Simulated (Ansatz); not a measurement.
# CH3BTe: the cost of one run

Program: Ansatz 0.2.0, driven from Python. Level of theory: Hartree-Fock/def2-SVP. These are calculated values, not measurements.

## 1. Starting point

Bond lengths: B1–C2 1.563 Å, B1–Te3 2.258 Å, C2–Te3 2.009 Å, B1–H4 1.161 Å, C2–H5 1.120 Å, C2–H6 1.116 Å. Angles: B1–C2–Te3 77.3°, B1–C2–H5 112.2°, B1–C2–H6 114.9°, Te3–C2–H5 114.9°, Te3–C2–H6 115.5°, H5–C2–H6 116.1°, C2–B1–Te3 60.2°, C2–B1–H4 145.8°, Te3–B1–H4 154.0°, B1–Te3–C2 42.5°.

No structure file is read: the coordinates are typed or built in the script.

## 2. Script

Contents of ch3bte.py:

```python
'''Relaxed scan of one distance in CH3BTe.'''

from dataclasses import dataclass

import ansatz as az
from ase import Atoms
import numpy as np


@dataclass
class Options:
    basis_set: str = 'def2-SVP'
    functional: str = 'hf'


opts = Options()

atoms = Atoms(['B', 'C', 'Te', 'H', 'H', 'H'], positions=[
    (-0.5389, -0.6089, -0.5257),
    (0.2622, 0.4708, 0.2717),
    (1.1589, -1.2397, 0.8234),
    (-1.3944, -0.8032, -1.2867),
    (0.8715, 1.1275, -0.4006),
    (-0.3172, 0.9895, 1.0717),
])
molecule = az.Crystal.molecule_from_ase(atoms)

model = (
    molecule.calculation()
    .basis(gaussian=opts.basis_set)  # the orbital basis, by name
    .functional(opts.functional)
)
symbols = [site.symbol for site in molecule.cartesian_sites]
pairs = [(0, 1), (0, 2), (0, 3), (1, 2), (1, 4), (1, 5)]
print('held (A)   E (eV)        ', '  '.join(f'{symbols[i]}{i}-{symbols[j]}{j}' for i, j in pairs))
for length in [2.08, 2.26, 2.44, 2.71, 3.05]:
    summary = model.relax(constraints=[az.DistanceConstraint((0, 2), at=length)], force_tolerance=0.02, max_steps=60).run(threads=1, backend='cpu').report
    xyz = np.array(summary['positions_ang'])
    print(f'{length:6.2f} {summary["free_energy_ev"]:14.5f}  ', '  '.join(f'{np.linalg.norm(xyz[i] - xyz[j]):.3f}' for i, j in pairs))
```

## 3. What the engine is handed

The engine receives this input (first run):

```yaml
crystal:
  periodic: [false, false, false]
  atoms:
    - { symbol: B, position_ang: [-0.5389, -0.6089, -0.5257] }
    - { symbol: C, position_ang: [0.2622, 0.4708, 0.2717] }
    - { symbol: Te, position_ang: [1.1589, -1.2397, 0.8234] }
    - { symbol: H, position_ang: [-1.3944, -0.8032, -1.2867] }
    - { symbol: H, position_ang: [0.8715, 1.1275, -0.4006] }
    - { symbol: H, position_ang: [-0.3172, 0.9895, 1.0717] }
basis:
  gaussian:
    orbitals: def2-SVP
hamiltonian:
  xc: hf
relax:
  f_tol: 0.02
  max_steps: 60
  constraints:
    - { distance: [0, 2], at: 2.08 }
```

## 4. The run

On the command line:

```bash
> python ch3bte.py
```

**Question.** How long does this script take on 1 thread of Intel Xeon Platinum 8375C at 2.90GHz (Ice Lake), shared host, and how much memory does it need?

About 53 s, with a peak of 0.24 GiB.
